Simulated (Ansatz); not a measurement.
# BClOSi: single points off equilibrium

A test off equilibrium: a structure displaced at random from a GFN2-xTB minimum is computed at several levels, and each is set against CCSD(T).

Program: Ansatz 0.2.0, Gaussian basis. Level of theory: single points in def2-TZVPP. These are calculated values, not measurements.

Cores are frozen in the correlated methods. B3LYP uses VWN-RPA correlation.

## (1) Starting geometry

SMILES `O=[Si]=BCl`, 4 atoms, charge 0, spin multiplicity 1.

Atoms are counted from 1 here; the program's logs count them from 0.

Bond lengths: O1–Si2 1.430 Å, Si2–B3 1.831 Å, B3–Cl4 1.697 Å. Angles: O1–Si2–B3 152.6°, Si2–B3–Cl4 141.3°.

Coordinates:

```xyz
4
BClOSi
O     1.4610   -0.7585    1.6386
Si    0.6584   -0.1233    0.6405
B    -0.6694   -0.1227   -0.6209
Cl   -1.4134    0.8915   -1.7602
```

## (2) CCSD(T)/def2-TZVPP

run/in.yaml

```yaml
crystal:
  periodic: [false, false, false]
  atoms:
    - {symbol: O, position_ang: [1.461000, -0.758500, 1.638600]}
    - {symbol: Si, position_ang: [0.658400, -0.123300, 0.640500]}
    - {symbol: B, position_ang: [-0.669400, -0.122700, -0.620900]}
    - {symbol: Cl, position_ang: [-1.413400, 0.891500, -1.760200]}
basis:
  gaussian: {orbitals: def2-TZVPP}
correlation: {method: ccsd_t}
output: {forces: true}
```

The command line of these runs was not kept.

## (3) PBE0-D4/def2-TZVPP

Changes to run/in.yaml since step 2:

```diff
@@ -9,3 +9,3 @@
   gaussian: {orbitals: def2-TZVPP}
-correlation: {method: ccsd_t}
-output: {forces: true}
+hamiltonian: {xc: pbe0, dispersion: d4}
+output: {forces: true, orbitals: {seedname: orbitals}}
```

## (4) wB97M-V/def2-TZVPP

Changes to run/in.yaml since step 3:

```diff
@@ -9,3 +9,3 @@
   gaussian: {orbitals: def2-TZVPP}
-hamiltonian: {xc: pbe0, dispersion: d4}
-output: {forces: true, orbitals: {seedname: orbitals}}
+hamiltonian: {xc: {name: wB97M-V}}
+output: {forces: true}
```

## (5) r2SCAN-D4/def2-TZVPP

Changes to run/in.yaml since step 4:

```diff
@@ -9,3 +9,3 @@
   gaussian: {orbitals: def2-TZVPP}
-hamiltonian: {xc: {name: wB97M-V}}
+hamiltonian: {xc: r2scan, dispersion: d4}
 output: {forces: true}
```

## (6) PBE-D4/def2-TZVPP

Changes to run/in.yaml since step 5:

```diff
@@ -9,3 +9,3 @@
   gaussian: {orbitals: def2-TZVPP}
-hamiltonian: {xc: r2scan, dispersion: d4}
+hamiltonian: {xc: pbe, dispersion: d4}
 output: {forces: true}
```

## (7) B3LYP-D4/def2-TZVPP

Changes to run/in.yaml since step 6:

```diff
@@ -9,3 +9,3 @@
   gaussian: {orbitals: def2-TZVPP}
-hamiltonian: {xc: pbe, dispersion: d4}
+hamiltonian: {xc: {name: B3LYP}, dispersion: d4}
 output: {forces: true}
```

## (8) r2SCANh-D4/def2-TZVPP

Changes to run/in.yaml since step 7:

```diff
@@ -9,3 +9,3 @@
   gaussian: {orbitals: def2-TZVPP}
-hamiltonian: {xc: {name: B3LYP}, dispersion: d4}
+hamiltonian: {xc: {name: r2SCANh}, dispersion: d4}
 output: {forces: true}
```

(Steps that only read results are left out.)

Q: Predict the outcome of this session. Wanted: energy less free atoms, CCSD(T)/def2-TZVPP; RMS force component; RMS force error; HOMO and LUMO, PBE0-D4; T1 diagnostic.

As calculated:

| quantity | value |
| --- | --- |
| energy less free atoms, CCSD(T)/def2-TZVPP | -12.097 eV |
| RMS force component | 2.485 to 3.005 eV/Å over the methods |
| RMS force error | PBE0-D4 0.301, wB97M-V 0.330, r2SCAN-D4 0.120, PBE-D4 0.259, B3LYP-D4 0.199, r2SCANh-D4 0.252 eV/Å |
| HOMO and LUMO, PBE0-D4 | -6.05 and -4.15 eV |
| T1 diagnostic | 0.023 |

What this shows: Against CCSD(T) the functionals' energies less atoms differ by -1.537 to -0.581 eV, PBE-D4 by -1.537 eV. The reference is not at the basis limit: in triple zeta CCSD(T) underbinds, which counts against methods that bind more; the gaps are no ranking. On forces the order runs from r2SCAN-D4 to wB97M-V. Frozen-core CCSD(T) forces in triple zeta carry basis errors of their own, and this is one geometry, so small gaps rank nothing. The restricted Hartree–Fock reference is unstable towards an unrestricted one at one or more of these structures.
